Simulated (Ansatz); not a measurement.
# GeH2 (SMILES [GeH2]) at PBE0/def2-TZVPPD

Aim: the vertical ionisation energy of GeH2 at PBE0/def2-TZVPPD, from 2 runs. 

Program for the calculation: Ansatz 0.2.0.

34 further runs of the same task are left out: 34 set aside as unsound or not needed.

## 1. The system as given

GeH2: 3 atoms, total charge 0, spin state singlet. As SMILES, `[GeH2]`. Geometry: relaxed at PBE0-D4/def2-TZVP.

Bond lengths: Ge1–H2 1.595 Å, Ge1–H3 1.594 Å. Angles: H2–Ge1–H3 90.6°.

## 2. A single-point energy at PBE0/def2-TZVPPD

Input file input.yaml:

```yaml
basis:
  gaussian:
    orbitals: def2-TZVPPD.json
crystal:
  periodic: [false, false, false]
  atoms:
    - {symbol: Ge, position_ang: [-0.570100, 0.405100, -0.263700]}
    - {symbol: H, position_ang: [0.783000, 0.743600, 0.509000]}
    - {symbol: H, position_ang: [-0.212900, -1.148700, -0.245300]}
hamiltonian:
  xc: pbe0
accuracy: high
output: {orbitals: {seedname: orbitals}}
```

The basis set def2-TZVPPD is read from a file made from the Basis Set Exchange's data (not shown).

Started as:

```bash
ansatz run input.yaml --threads 1 --pin off --max-ram 3480MiB --events-out events.jsonl --progress --plain --runs-dir runs
```

Standard output:

```text
Warning: RAYON_NUM_THREADS=1 ignored (pool sized by the plan → 1); use --threads N
Functional definition: PBE0
  name "PBE0"
  parameter a = 0.25
  parameter kappa = 0.804
  parameter beta = 0.06672455060314922
  exchange = (1 - a)*pbe_x(kappa = kappa, mu = beta*pi^2/3) + a*exact_x
  correlation = pbe_c(beta = beta)
1286 factors; integrals over basis functions are off by at most 4.5e-9 eV
mean field evaluation 1: about -56541.4680 eV, gradient 1.5e1 eV
mean field evaluation 2: about -56541.6665 eV, gradient 1.4e1 eV
mean field evaluation 4: about -56541.8735 eV, gradient 3.8e-1 eV
mean field evaluation 8: about -56541.8965 eV, gradient 2.2e-2 eV
mean field evaluation 16: about -56541.8965 eV, gradient 8.0e-7 eV
mean field -56541.89651127 eV, -2077.8763713152 hartree, gradient 7.4e-8 eV, S^2 0.000000; 0 other end points of the search recorded, 0 dependent functions left out
reference -56541.89651324 eV, -2077.8763713875 hartree; 17, 17 occupied and 71, 71 virtual orbitals, 1286 factors
Total energy: -56541.89651324 eV, -2077.8763713875 hartree
```

Wall time 3.3 s (1 thread of Arm Neoverse V2, shared host); peak memory 0.18 GiB.

## 3. The doublet cation at the same level

Input file molecule.yaml:

```yaml
crystal:
  periodic: [false, false, false]
  atoms:
    - symbol: Ge
      position_ang: [-0.570100, 0.405100, -0.263700]
    - symbol: H
      position_ang: [0.783000, 0.743600, 0.509000]
    - symbol: H
      position_ang: [-0.212900, -1.148700, -0.245300]
basis:
  gaussian:
    orbitals: def2-TZVPPD.json
total_charge: 1
magnetization:
  spin_polarized: true
  initial_magnetization: 1
hamiltonian:
  xc: {name: PBE0}
accuracy: high
output: {orbitals: {seedname: orbitals}}
```

The basis set def2-TZVPPD is read from a file made from the Basis Set Exchange's data (not shown).

Started as:

```bash
ansatz run molecule.yaml --threads 1 --pin off --max-ram 3480MiB --events-out events.jsonl --progress --plain --runs-dir runs
```

Standard output:

```text
Warning: RAYON_NUM_THREADS=1 ignored (pool sized by the plan → 1); use --threads N
[... 7 set-up lines as earlier in the session ...]
1286 factors; integrals over basis functions are off by at most 4.5e-9 eV
mean field evaluation 1: about -56531.6606 eV, gradient 1.1e1 eV
mean field evaluation 2: about -56532.1047 eV, gradient 7.6e0 eV
mean field evaluation 4: about -56532.4990 eV, gradient 6.5e-1 eV
mean field evaluation 8: about -56532.5052 eV, gradient 2.4e-2 eV
mean field evaluation 16: about -56532.5052 eV, gradient 7.0e-6 eV
mean field -56532.50522942 eV, -2077.5312480728 hartree, gradient 1.4e-8 eV, S^2 0.754685; 0 other end points of the search recorded, 0 dependent functions left out
reference -56532.50523148 eV, -2077.5312481486 hartree; 17, 16 occupied and 71, 72 virtual orbitals, 1286 factors
Total energy: -56532.50523148 eV, -2077.5312481486 hartree
```

Run time: 5.7 s. Hardware: 1 thread of Arm Neoverse V2, shared host; peak memory 0.25 GiB.

## 4. Summary of results

At PBE0/def2-TZVPPD:

| quantity | value |
| --- | --- |
| singlet GeH2: total energy | -2077.87637 Eh |
| singlet GeH2: HOMO energy | -6.91 eV |
| singlet GeH2: LUMO energy | -3.04 eV |
| singlet GeH2: HOMO–LUMO gap | 3.86 eV |
| doublet cation: total energy | -2077.53125 Eh |
| doublet cation: HOMO energy (highest over α and β) | -15.58 eV |
| doublet cation: LUMO energy (lowest over α and β) | -11.87 eV |
| doublet cation: ⟨S²⟩ | 0.755 |
| vertical ionisation energy (to the doublet cation) | 9.391 eV |

**Reading.** Removing an electron at fixed nuclei costs 9.39 eV (217 kcal/mol). The negative HOMO energy of the first species, 6.91 eV, lies 2.49 eV below that difference.
